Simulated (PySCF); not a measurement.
# OZr: relaxation with CCSD(T) and vibrations with CCSD(T), part 2 of 2

Aim: for OZr, 2 runs in a chain (relaxation with CCSD(T) and vibrations with CCSD(T)).

PySCF 2.14.0; relaxation with CCSD(T), HF, def2-tzvpd, and further levels as typed in the inputs. The steps go on from the part before.

## 3. Vibrations with CCSD(T): vibrations with CCSD(T), HF, def2-tzvpd

It takes the final geometry of step 2.

The input, run.py:

```python
from pyscf import gto, cc, scf
from pyscf.hessian import thermo
import numpy as np
mol = gto.M(atom="mol.xyz", basis="def2-tzvpd", verbose=4)
mol.set(ecp='def2-tzvpd').build()
mf = scf.RHF(mol).run(conv_tol=1e-9)
from pyscf.cc import ccsd_t_lambda
from pyscf.grad import ccsd_t
def energy_force(m):
    s = scf.RHF(m).run(conv_tol=1e-10); c = cc.CCSD(s, frozen=1).run(conv_tol=1e-8)
    g = c.ao2mo(); e = c.e_tot + c.ccsd_t(eris=g); l = ccsd_t_lambda.kernel(c, g, c.t1, c.t2)
    return e, ccsd_t.Gradients(c).kernel(c.t1, c.t2, l[1], l[2], eris=g)
mol.verbose = mf.verbose = 0
x = mol.atom_coords(); n = x.size; h = np.zeros((n, n))
def force(d): return energy_force(mol.set_geom_(x + d.reshape(-1, 3), unit="Bohr", inplace=False))[1].ravel()
for k in range(n): d = np.zeros(n); d[k] = 0.01; h[k] = (force(d) - force(-d)) / 0.02
h = ((h + h.T) / 2).reshape(mol.natm, 3, mol.natm, 3).transpose(0, 2, 1, 3)
f = thermo.harmonic_analysis(mol, h)
print("harmonic frequencies (1/cm):", *(f"{x.real - x.imag:.2f}" for x in f["freq_wavenumber"]))
```

Run with:

```
$ python run.py
```

The program printed:

```text
[INPUT] num. atoms = 2
[INPUT] num. electrons = 48
[INPUT] charge = 0
[INPUT] spin (= nelec alpha-beta = 2S) = 0
[INPUT] symmetry False subgroup None
[INPUT] Mole.unit = angstrom
[INPUT] Symbol           X                Y                Z      unit          X                Y                Z       unit  Magmom
[INPUT]  1 Zr     0.000000000000   0.000000000000  -0.000829410000 AA    0.000000000000   0.000000000000  -0.001567357745 Bohr   0.0
[INPUT]  2 O      0.000000000000   0.000000000000   1.730829410000 AA    0.000000000000   0.000000000000   3.270793553243 Bohr   0.0

nuclear repulsion = 97.7887246255588
number of shells = 28
number of NR pGTOs = 115
number of NR cGTOs = 80
basis = def2-tzvpd
ecp = {}

WARN: ECP not specified. The basis set def2-tzvpd include an ECP. Recommended ECP: def2-TZVPD.

******** <class 'pyscf.scf.hf.RHF'> ********
method = RHF
initial guess = minao
damping factor = 0
level_shift factor = 0
DIIS = <class 'pyscf.scf.diis.CDIIS'>
diis_start_cycle = 1
diis_space = 8
diis_damp = 0
SCF conv_tol = 1e-09
SCF conv_tol_grad = None
SCF max_cycles = 50
direct_scf = True
direct_scf_tol = 1e-13
Set gradient conv threshold to 3.16228e-05
Initial guess from minao.
init E= -115.522171063789
  HOMO = -0.38490931491415  LUMO = -0.289292738821276  gap/eV = 2.60186
cycle= 1 E= -121.210120480293  delta_E= -5.69  |g|= 0.952  |ddm|= 4.06
  HOMO = -0.244411317822432  LUMO = -0.0038069149675037  gap/eV = 6.54718
cycle= 2 E= -121.040681605815  delta_E= 0.169  |g|= 1.31  |ddm|= 1.34
  HOMO = -0.232117629903662  LUMO = 0.0201735786696343  gap/eV = 6.86519
cycle= 3 E= -121.383066382844  delta_E= -0.342  |g|= 0.115  |ddm|= 0.852
  HOMO = -0.250773145109726  LUMO = 0.00942951827486913  gap/eV = 7.08048
cycle= 4 E= -121.386564164867  delta_E= -0.0035  |g|= 0.0186  |ddm|= 0.168
  HOMO = -0.248688946724968  LUMO = 0.010747428784476  gap/eV = 7.05962
cycle= 5 E= -121.386846681401  delta_E= -0.000283  |g|= 0.00826  |ddm|= 0.0684
  HOMO = -0.249010922291365  LUMO = 0.0104256862663772  gap/eV = 7.05963
cycle= 6 E= -121.38691792323  delta_E= -7.12e-05  |g|= 0.00304  |ddm|= 0.0289
  HOMO = -0.249391117480872  LUMO = 0.0101192728939183  gap/eV = 7.06164
cycle= 7 E= -121.386934504701  delta_E= -1.66e-05  |g|= 0.00136  |ddm|= 0.0153
  HOMO = -0.249419004021657  LUMO = 0.0101183127693622  gap/eV = 7.06237
cycle= 8 E= -121.386937743876  delta_E= -3.24e-06  |g|= 0.000425  |ddm|= 0.0116
  HOMO = -0.249425668853828  LUMO = 0.0101234382940474  gap/eV = 7.06269
cycle= 9 E= -121.386937979346  delta_E= -2.35e-07  |g|= 8.86e-05  |ddm|= 0.00379
  HOMO = -0.249424109132381  LUMO = 0.0101196776411266  gap/eV = 7.06255
cycle= 10 E= -121.386937988777  delta_E= -9.43e-09  |g|= 3.51e-05  |ddm|= 0.000516
  HOMO = -0.249423252106755  LUMO = 0.0101187725482753  gap/eV = 7.06250
cycle= 11 E= -121.386937990597  delta_E= -1.82e-09  |g|= 8.06e-06  |ddm|= 0.00031
  HOMO = -0.249422859966828  LUMO = 0.0101191354915597  gap/eV = 7.06250
cycle= 12 E= -121.386937990692  delta_E= -9.44e-11  |g|= 1.15e-06  |ddm|= 4.49e-05
  HOMO = -0.249422870627683  LUMO = 0.0101191932169496  gap/eV = 7.06250
Extra cycle  E= -121.386937990693  delta_E= -1.22e-12  |g|= 5.41e-07  |ddm|= 8.37e-06
converged SCF energy = -121.386937990693
cycle = 1  norm(lambda1,lambda2) = 0.151987
cycle = 2  norm(lambda1,lambda2) = 0.11381
cycle = 3  norm(lambda1,lambda2) = 0.0979853
cycle = 4  norm(lambda1,lambda2) = 0.00881522
cycle = 5  norm(lambda1,lambda2) = 0.00476967
cycle = 6  norm(lambda1,lambda2) = 0.00198803
cycle = 7  norm(lambda1,lambda2) = 0.000703984
cycle = 8  norm(lambda1,lambda2) = 0.000306289
cycle = 9  norm(lambda1,lambda2) = 0.000150153
cycle = 10  norm(lambda1,lambda2) = 4.80969e-05
cycle = 11  norm(lambda1,lambda2) = 2.64059e-05
cycle = 12  norm(lambda1,lambda2) = 1.24399e-05
cycle = 13  norm(lambda1,lambda2) = 6.55011e-06
cycle = 14  norm(lambda1,lambda2) = 3.31787e-06
cycle = 15  norm(lambda1,lambda2) = 1.90319e-06
cycle = 16  norm(lambda1,lambda2) = 1.03774e-06
cycle = 17  norm(lambda1,lambda2) = 5.69593e-07
cycle = 18  norm(lambda1,lambda2) = 3.07013e-07
cycle = 19  norm(lambda1,lambda2) = 1.34258e-07
cycle = 20  norm(lambda1,lambda2) = 5.90367e-08
cycle = 21  norm(lambda1,lambda2) = 2.8757e-08
cycle = 22  norm(lambda1,lambda2) = 2.1727e-08
cycle = 23  norm(lambda1,lambda2) = 1.97836e-08
cycle = 24  norm(lambda1,lambda2) = 1.73087e-08
cycle = 25  norm(lambda1,lambda2) = 1.70435e-08
cycle = 26  norm(lambda1,lambda2) = 1.45764e-08
cycle = 27  norm(lambda1,lambda2) = 1.16102e-08
cycle = 28  norm(lambda1,lambda2) = 9.93592e-09
cycle = 1  norm(lambda1,lambda2) = 0.151374
cycle = 2  norm(lambda1,lambda2) = 0.113395
cycle = 3  norm(lambda1,lambda2) = 0.0976181
cycle = 4  norm(lambda1,lambda2) = 0.0088141
cycle = 5  norm(lambda1,lambda2) = 0.00477004
cycle = 6  norm(lambda1,lambda2) = 0.00198699
cycle = 7  norm(lambda1,lambda2) = 0.000703276
cycle = 8  norm(lambda1,lambda2) = 0.000306346
cycle = 9  norm(lambda1,lambda2) = 0.000150017
cycle = 10  norm(lambda1,lambda2) = 4.81121e-05
cycle = 11  norm(lambda1,lambda2) = 2.63438e-05
cycle = 12  norm(lambda1,lambda2) = 1.24309e-05
cycle = 13  norm(lambda1,lambda2) = 6.55218e-06
cycle = 14  norm(lambda1,lambda2) = 3.30963e-06
cycle = 15  norm(lambda1,lambda2) = 1.89893e-06
cycle = 16  norm(lambda1,lambda2) = 1.03669e-06
cycle = 17  norm(lambda1,lambda2) = 5.68997e-07
cycle = 18  norm(lambda1,lambda2) = 3.07213e-07
cycle = 19  norm(lambda1,lambda2) = 1.33553e-07
cycle = 20  norm(lambda1,lambda2) = 5.85479e-08
cycle = 21  norm(lambda1,lambda2) = 2.86684e-08
cycle = 22  norm(lambda1,lambda2) = 2.16594e-08
cycle = 23  norm(lambda1,lambda2) = 1.97104e-08
cycle = 24  norm(lambda1,lambda2) = 1.72588e-08
cycle = 25  norm(lambda1,lambda2) = 1.68799e-08
cycle = 26  norm(lambda1,lambda2) = 1.44918e-08
cycle = 27  norm(lambda1,lambda2) = 1.15703e-08
cycle = 28  norm(lambda1,lambda2) = 9.89246e-09
cycle = 1  norm(lambda1,lambda2) = 0.152392
cycle = 2  norm(lambda1,lambda2) = 0.114073
cycle = 3  norm(lambda1,lambda2) = 0.098209
cycle = 4  norm(lambda1,lambda2) = 0.00881609
cycle = 5  norm(lambda1,lambda2) = 0.00477304
cycle = 6  norm(lambda1,lambda2) = 0.00198873
cycle = 7  norm(lambda1,lambda2) = 0.000704833
cycle = 8  norm(lambda1,lambda2) = 0.000306357
cycle = 9  norm(lambda1,lambda2) = 0.000150246
cycle = 10  norm(lambda1,lambda2) = 4.81018e-05
cycle = 11  norm(lambda1,lambda2) = 2.64495e-05
cycle = 12  norm(lambda1,lambda2) = 1.24484e-05
cycle = 13  norm(lambda1,lambda2) = 6.55001e-06
cycle = 14  norm(lambda1,lambda2) = 3.32049e-06
cycle = 15  norm(lambda1,lambda2) = 1.90445e-06
cycle = 16  norm(lambda1,lambda2) = 1.03817e-06
cycle = 17  norm(lambda1,lambda2) = 5.69914e-07
cycle = 18  norm(lambda1,lambda2) = 3.07182e-07
cycle = 19  norm(lambda1,lambda2) = 1.34797e-07
cycle = 20  norm(lambda1,lambda2) = 5.93968e-08
cycle = 21  norm(lambda1,lambda2) = 2.8998e-08
cycle = 22  norm(lambda1,lambda2) = 2.18855e-08
cycle = 23  norm(lambda1,lambda2) = 1.99019e-08
cycle = 24  norm(lambda1,lambda2) = 1.74107e-08
cycle = 25  norm(lambda1,lambda2) = 1.71777e-08
cycle = 26  norm(lambda1,lambda2) = 1.46742e-08
cycle = 27  norm(lambda1,lambda2) = 1.16902e-08
cycle = 28  norm(lambda1,lambda2) = 9.99179e-09
cycle = 1  norm(lambda1,lambda2) = 0.152293
cycle = 2  norm(lambda1,lambda2) = 0.11402
cycle = 3  norm(lambda1,lambda2) = 0.0981698
cycle = 4  norm(lambda1,lambda2) = 0.00881569
cycle = 5  norm(lambda1,lambda2) = 0.00476923
cycle = 6  norm(lambda1,lambda2) = 0.00198857
cycle = 7  norm(lambda1,lambda2) = 0.000704888
cycle = 8  norm(lambda1,lambda2) = 0.000306298
cycle = 9  norm(lambda1,lambda2) = 0.000150229
cycle = 10  norm(lambda1,lambda2) = 4.80872e-05
cycle = 11  norm(lambda1,lambda2) = 2.64419e-05
cycle = 12  norm(lambda1,lambda2) = 1.24448e-05
cycle = 13  norm(lambda1,lambda2) = 6.54887e-06
cycle = 14  norm(lambda1,lambda2) = 3.32049e-06
cycle = 15  norm(lambda1,lambda2) = 1.90403e-06
cycle = 16  norm(lambda1,lambda2) = 1.03802e-06
cycle = 17  norm(lambda1,lambda2) = 5.70026e-07
cycle = 18  norm(lambda1,lambda2) = 3.07068e-07
cycle = 19  norm(lambda1,lambda2) = 1.34741e-07
cycle = 20  norm(lambda1,lambda2) = 5.93902e-08
cycle = 21  norm(lambda1,lambda2) = 2.89503e-08
cycle = 22  norm(lambda1,lambda2) = 2.18766e-08
cycle = 23  norm(lambda1,lambda2) = 1.99069e-08
cycle = 24  norm(lambda1,lambda2) = 1.73992e-08
cycle = 25  norm(lambda1,lambda2) = 1.7189e-08
cycle = 26  norm(lambda1,lambda2) = 1.46807e-08
cycle = 27  norm(lambda1,lambda2) = 1.16931e-08
cycle = 28  norm(lambda1,lambda2) = 9.99862e-09
cycle = 1  norm(lambda1,lambda2) = 0.149591
cycle = 2  norm(lambda1,lambda2) = 0.111243
cycle = 3  norm(lambda1,lambda2) = 0.0951432
cycle = 4  norm(lambda1,lambda2) = 0.00874853
cycle = 5  norm(lambda1,lambda2) = 0.0046908
cycle = 6  norm(lambda1,lambda2) = 0.00196099
cycle = 7  norm(lambda1,lambda2) = 0.000687336
cycle = 8  norm(lambda1,lambda2) = 0.00030019
cycle = 9  norm(lambda1,lambda2) = 0.00014653
cycle = 10  norm(lambda1,lambda2) = 4.65809e-05
cycle = 11  norm(lambda1,lambda2) = 2.53447e-05
cycle = 12  norm(lambda1,lambda2) = 1.19295e-05
cycle = 13  norm(lambda1,lambda2) = 6.3101e-06
cycle = 14  norm(lambda1,lambda2) = 3.15259e-06
cycle = 15  norm(lambda1,lambda2) = 1.79447e-06
cycle = 16  norm(lambda1,lambda2) = 9.82227e-07
cycle = 17  norm(lambda1,lambda2) = 5.40862e-07
cycle = 18  norm(lambda1,lambda2) = 2.90612e-07
cycle = 19  norm(lambda1,lambda2) = 1.25883e-07
cycle = 20  norm(lambda1,lambda2) = 7.57045e-08
cycle = 21  norm(lambda1,lambda2) = 4.1259e-08
cycle = 22  norm(lambda1,lambda2) = 3.20055e-08
cycle = 23  norm(lambda1,lambda2) = 2.86483e-08
cycle = 24  norm(lambda1,lambda2) = 2.53439e-08
cycle = 25  norm(lambda1,lambda2) = 2.20289e-08
cycle = 26  norm(lambda1,lambda2) = 2.21449e-08
cycle = 27  norm(lambda1,lambda2) = 1.70735e-08
cycle = 28  norm(lambda1,lambda2) = 1.46228e-08
cycle = 29  norm(lambda1,lambda2) = 1.3094e-08
cycle = 30  norm(lambda1,lambda2) = 1.17122e-08
cycle = 31  norm(lambda1,lambda2) = 1.05598e-08
cycle = 32  norm(lambda1,lambda2) = 9.63019e-09
cycle = 1  norm(lambda1,lambda2) = 0.154317
cycle = 2  norm(lambda1,lambda2) = 0.116354
cycle = 3  norm(lambda1,lambda2) = 0.10083
cycle = 4  norm(lambda1,lambda2) = 0.00888206
cycle = 5  norm(lambda1,lambda2) = 0.00484958
cycle = 6  norm(lambda1,lambda2) = 0.00201526
cycle = 7  norm(lambda1,lambda2) = 0.000720803
cycle = 8  norm(lambda1,lambda2) = 0.000312513
cycle = 9  norm(lambda1,lambda2) = 0.000153818
cycle = 10  norm(lambda1,lambda2) = 4.96943e-05
cycle = 11  norm(lambda1,lambda2) = 2.74845e-05
cycle = 12  norm(lambda1,lambda2) = 1.29619e-05
cycle = 13  norm(lambda1,lambda2) = 6.80197e-06
cycle = 14  norm(lambda1,lambda2) = 3.48732e-06
cycle = 15  norm(lambda1,lambda2) = 2.01316e-06
cycle = 16  norm(lambda1,lambda2) = 1.09385e-06
cycle = 17  norm(lambda1,lambda2) = 5.99031e-07
cycle = 18  norm(lambda1,lambda2) = 3.23742e-07
cycle = 19  norm(lambda1,lambda2) = 1.42644e-07
cycle = 20  norm(lambda1,lambda2) = 6.28635e-08
cycle = 21  norm(lambda1,lambda2) = 3.05415e-08
cycle = 22  norm(lambda1,lambda2) = 2.30894e-08
cycle = 23  norm(lambda1,lambda2) = 2.10583e-08
cycle = 24  norm(lambda1,lambda2) = 1.87549e-08
cycle = 25  norm(lambda1,lambda2) = 1.76494e-08
cycle = 26  norm(lambda1,lambda2) = 1.51861e-08
cycle = 27  norm(lambda1,lambda2) = 1.24077e-08
cycle = 28  norm(lambda1,lambda2) = 1.059e-08
cycle = 29  norm(lambda1,lambda2) = 9.38386e-09
cycle = 1  norm(lambda1,lambda2) = 0.151911
cycle = 2  norm(lambda1,lambda2) = 0.113764
cycle = 3  norm(lambda1,lambda2) = 0.0979471
cycle = 4  norm(lambda1,lambda2) = 0.00881506
cycle = 5  norm(lambda1,lambda2) = 0.00476907
cycle = 6  norm(lambda1,lambda2) = 0.00198786
cycle = 7  norm(lambda1,lambda2) = 0.000703913
cycle = 8  norm(lambda1,lambda2) = 0.000306267
cycle = 9  norm(lambda1,lambda2) = 0.000150127
cycle = 10  norm(lambda1,lambda2) = 4.80931e-05
cycle = 11  norm(lambda1,lambda2) = 2.6404e-05
cycle = 12  norm(lambda1,lambda2) = 1.24395e-05
cycle = 13  norm(lambda1,lambda2) = 6.54932e-06
cycle = 14  norm(lambda1,lambda2) = 3.3173e-06
cycle = 15  norm(lambda1,lambda2) = 1.9031e-06
cycle = 16  norm(lambda1,lambda2) = 1.03781e-06
cycle = 17  norm(lambda1,lambda2) = 5.69667e-07
cycle = 18  norm(lambda1,lambda2) = 3.07124e-07
cycle = 19  norm(lambda1,lambda2) = 1.34284e-07
cycle = 20  norm(lambda1,lambda2) = 5.90495e-08
cycle = 21  norm(lambda1,lambda2) = 2.88478e-08
cycle = 22  norm(lambda1,lambda2) = 2.1769e-08
cycle = 23  norm(lambda1,lambda2) = 1.98107e-08
cycle = 24  norm(lambda1,lambda2) = 1.73342e-08
cycle = 25  norm(lambda1,lambda2) = 1.70541e-08
cycle = 26  norm(lambda1,lambda2) = 1.45878e-08
cycle = 27  norm(lambda1,lambda2) = 1.1626e-08
cycle = 28  norm(lambda1,lambda2) = 9.9387e-09
cycle = 1  norm(lambda1,lambda2) = 0.152409
cycle = 2  norm(lambda1,lambda2) = 0.114093
cycle = 3  norm(lambda1,lambda2) = 0.0982365
cycle = 4  norm(lambda1,lambda2) = 0.00881604
cycle = 5  norm(lambda1,lambda2) = 0.00477036
cycle = 6  norm(lambda1,lambda2) = 0.00198877
cycle = 7  norm(lambda1,lambda2) = 0.00070404
cycle = 8  norm(lambda1,lambda2) = 0.000306256
cycle = 9  norm(lambda1,lambda2) = 0.000150221
cycle = 10  norm(lambda1,lambda2) = 4.81005e-05
cycle = 11  norm(lambda1,lambda2) = 2.64505e-05
cycle = 12  norm(lambda1,lambda2) = 1.2447e-05
cycle = 13  norm(lambda1,lambda2) = 6.54951e-06
cycle = 14  norm(lambda1,lambda2) = 3.32252e-06
cycle = 15  norm(lambda1,lambda2) = 1.9052e-06
cycle = 16  norm(lambda1,lambda2) = 1.0383e-06
cycle = 17  norm(lambda1,lambda2) = 5.70109e-07
cycle = 18  norm(lambda1,lambda2) = 3.07022e-07
cycle = 19  norm(lambda1,lambda2) = 1.34791e-07
cycle = 20  norm(lambda1,lambda2) = 5.93599e-08
cycle = 21  norm(lambda1,lambda2) = 2.8959e-08
cycle = 22  norm(lambda1,lambda2) = 2.1873e-08
cycle = 23  norm(lambda1,lambda2) = 1.98982e-08
cycle = 24  norm(lambda1,lambda2) = 1.73968e-08
cycle = 25  norm(lambda1,lambda2) = 1.71875e-08
cycle = 26  norm(lambda1,lambda2) = 1.46748e-08
cycle = 27  norm(lambda1,lambda2) = 1.16884e-08
cycle = 28  norm(lambda1,lambda2) = 9.99281e-09
cycle = 1  norm(lambda1,lambda2) = 0.151404
cycle = 2  norm(lambda1,lambda2) = 0.113415
cycle = 3  norm(lambda1,lambda2) = 0.0976323
cycle = 4  norm(lambda1,lambda2) = 0.00881413
cycle = 5  norm(lambda1,lambda2) = 0.00477054
cycle = 6  norm(lambda1,lambda2) = 0.00198705
cycle = 7  norm(lambda1,lambda2) = 0.000703626
cycle = 8  norm(lambda1,lambda2) = 0.000306376
cycle = 9  norm(lambda1,lambda2) = 0.00015003
cycle = 10  norm(lambda1,lambda2) = 4.8112e-05
cycle = 11  norm(lambda1,lambda2) = 2.63487e-05
cycle = 12  norm(lambda1,lambda2) = 1.24321e-05
cycle = 13  norm(lambda1,lambda2) = 6.55231e-06
cycle = 14  norm(lambda1,lambda2) = 3.30908e-06
cycle = 15  norm(lambda1,lambda2) = 1.89846e-06
cycle = 16  norm(lambda1,lambda2) = 1.03662e-06
cycle = 17  norm(lambda1,lambda2) = 5.69071e-07
cycle = 18  norm(lambda1,lambda2) = 3.07307e-07
cycle = 19  norm(lambda1,lambda2) = 1.33643e-07
cycle = 20  norm(lambda1,lambda2) = 5.86213e-08
cycle = 21  norm(lambda1,lambda2) = 2.86961e-08
cycle = 22  norm(lambda1,lambda2) = 2.16602e-08
cycle = 23  norm(lambda1,lambda2) = 1.97216e-08
cycle = 24  norm(lambda1,lambda2) = 1.72631e-08
cycle = 25  norm(lambda1,lambda2) = 1.68895e-08
cycle = 26  norm(lambda1,lambda2) = 1.44978e-08
cycle = 27  norm(lambda1,lambda2) = 1.15714e-08
cycle = 28  norm(lambda1,lambda2) = 9.89095e-09
cycle = 1  norm(lambda1,lambda2) = 0.15215
cycle = 2  norm(lambda1,lambda2) = 0.113911
cycle = 3  norm(lambda1,lambda2) = 0.0980694
cycle = 4  norm(lambda1,lambda2) = 0.00881548
cycle = 5  norm(lambda1,lambda2) = 0.00477044
cycle = 6  norm(lambda1,lambda2) = 0.00198835
cycle = 7  norm(lambda1,lambda2) = 0.000704555
cycle = 8  norm(lambda1,lambda2) = 0.000306338
cycle = 9  norm(lambda1,lambda2) = 0.000150206
cycle = 10  norm(lambda1,lambda2) = 4.80984e-05
cycle = 11  norm(lambda1,lambda2) = 2.6416e-05
cycle = 12  norm(lambda1,lambda2) = 1.24414e-05
cycle = 13  norm(lambda1,lambda2) = 6.55102e-06
cycle = 14  norm(lambda1,lambda2) = 3.31852e-06
cycle = 15  norm(lambda1,lambda2) = 1.90297e-06
cycle = 16  norm(lambda1,lambda2) = 1.03761e-06
cycle = 17  norm(lambda1,lambda2) = 5.6963e-07
cycle = 18  norm(lambda1,lambda2) = 3.06934e-07
cycle = 19  norm(lambda1,lambda2) = 1.34342e-07
cycle = 20  norm(lambda1,lambda2) = 5.91224e-08
cycle = 21  norm(lambda1,lambda2) = 2.88921e-08
cycle = 22  norm(lambda1,lambda2) = 2.18031e-08
cycle = 23  norm(lambda1,lambda2) = 1.98481e-08
cycle = 24  norm(lambda1,lambda2) = 1.737e-08
cycle = 25  norm(lambda1,lambda2) = 1.71019e-08
cycle = 26  norm(lambda1,lambda2) = 1.46222e-08
cycle = 27  norm(lambda1,lambda2) = 1.16578e-08
cycle = 28  norm(lambda1,lambda2) = 9.9655e-09
cycle = 1  norm(lambda1,lambda2) = 0.153947
cycle = 2  norm(lambda1,lambda2) = 0.116108
cycle = 3  norm(lambda1,lambda2) = 0.100611
cycle = 4  norm(lambda1,lambda2) = 0.00888142
cycle = 5  norm(lambda1,lambda2) = 0.00485072
cycle = 6  norm(lambda1,lambda2) = 0.00201461
cycle = 7  norm(lambda1,lambda2) = 0.000720078
cycle = 8  norm(lambda1,lambda2) = 0.000312551
cycle = 9  norm(lambda1,lambda2) = 0.000153718
cycle = 10  norm(lambda1,lambda2) = 4.97128e-05
cycle = 11  norm(lambda1,lambda2) = 2.74508e-05
cycle = 12  norm(lambda1,lambda2) = 1.29601e-05
cycle = 13  norm(lambda1,lambda2) = 6.8039e-06
cycle = 14  norm(lambda1,lambda2) = 3.48203e-06
cycle = 15  norm(lambda1,lambda2) = 2.01067e-06
cycle = 16  norm(lambda1,lambda2) = 1.09358e-06
cycle = 17  norm(lambda1,lambda2) = 5.98956e-07
cycle = 18  norm(lambda1,lambda2) = 3.24103e-07
cycle = 19  norm(lambda1,lambda2) = 1.4233e-07
cycle = 20  norm(lambda1,lambda2) = 6.26178e-08
cycle = 21  norm(lambda1,lambda2) = 3.04335e-08
cycle = 22  norm(lambda1,lambda2) = 2.30054e-08
cycle = 23  norm(lambda1,lambda2) = 2.09736e-08
cycle = 24  norm(lambda1,lambda2) = 1.8675e-08
cycle = 25  norm(lambda1,lambda2) = 1.75383e-08
cycle = 26  norm(lambda1,lambda2) = 1.51085e-08
cycle = 27  norm(lambda1,lambda2) = 1.23491e-08
cycle = 28  norm(lambda1,lambda2) = 1.0534e-08
cycle = 29  norm(lambda1,lambda2) = 9.33219e-09
cycle = 1  norm(lambda1,lambda2) = 0.149943
cycle = 2  norm(lambda1,lambda2) = 0.111465
cycle = 3  norm(lambda1,lambda2) = 0.0953328
cycle = 4  norm(lambda1,lambda2) = 0.00874944
cycle = 5  norm(lambda1,lambda2) = 0.00469279
cycle = 6  norm(lambda1,lambda2) = 0.00196161
cycle = 7  norm(lambda1,lambda2) = 0.000688245
cycle = 8  norm(lambda1,lambda2) = 0.000300253
cycle = 9  norm(lambda1,lambda2) = 0.000146631
cycle = 10  norm(lambda1,lambda2) = 4.65714e-05
cycle = 11  norm(lambda1,lambda2) = 2.53824e-05
cycle = 12  norm(lambda1,lambda2) = 1.19357e-05
cycle = 13  norm(lambda1,lambda2) = 6.30882e-06
cycle = 14  norm(lambda1,lambda2) = 3.15603e-06
cycle = 15  norm(lambda1,lambda2) = 1.79676e-06
cycle = 16  norm(lambda1,lambda2) = 9.83005e-07
cycle = 17  norm(lambda1,lambda2) = 5.41113e-07
cycle = 18  norm(lambda1,lambda2) = 2.90653e-07
cycle = 19  norm(lambda1,lambda2) = 1.26295e-07
cycle = 20  norm(lambda1,lambda2) = 7.59896e-08
cycle = 21  norm(lambda1,lambda2) = 4.14711e-08
cycle = 22  norm(lambda1,lambda2) = 3.21261e-08
cycle = 23  norm(lambda1,lambda2) = 2.87598e-08
cycle = 24  norm(lambda1,lambda2) = 2.54401e-08
cycle = 25  norm(lambda1,lambda2) = 2.22019e-08
cycle = 26  norm(lambda1,lambda2) = 2.22477e-08
cycle = 27  norm(lambda1,lambda2) = 1.71507e-08
cycle = 28  norm(lambda1,lambda2) = 1.469e-08
cycle = 29  norm(lambda1,lambda2) = 1.31545e-08
cycle = 30  norm(lambda1,lambda2) = 1.17696e-08
cycle = 31  norm(lambda1,lambda2) = 1.06144e-08
cycle = 32  norm(lambda1,lambda2) = 9.67748e-09
harmonic frequencies (1/cm): 975.22
```

Wall time 46 min (4 threads of Arm Neoverse N1, shared host).

Harmonic frequencies from the force constants, with isotope-averaged masses (PySCF's default) and rigid motions projected out (i: imaginary):

```
mode  cm⁻¹
   1   975
```

## 4. Results

What follows sums up all 2 parts.

| quantity | value |
| --- | --- |
| harmonic frequencies (step 3) | 975 cm⁻¹ |
| zero-point energy (step 3) | 0.060 eV |

What this shows: In step 3 all modes are real: a minimum.
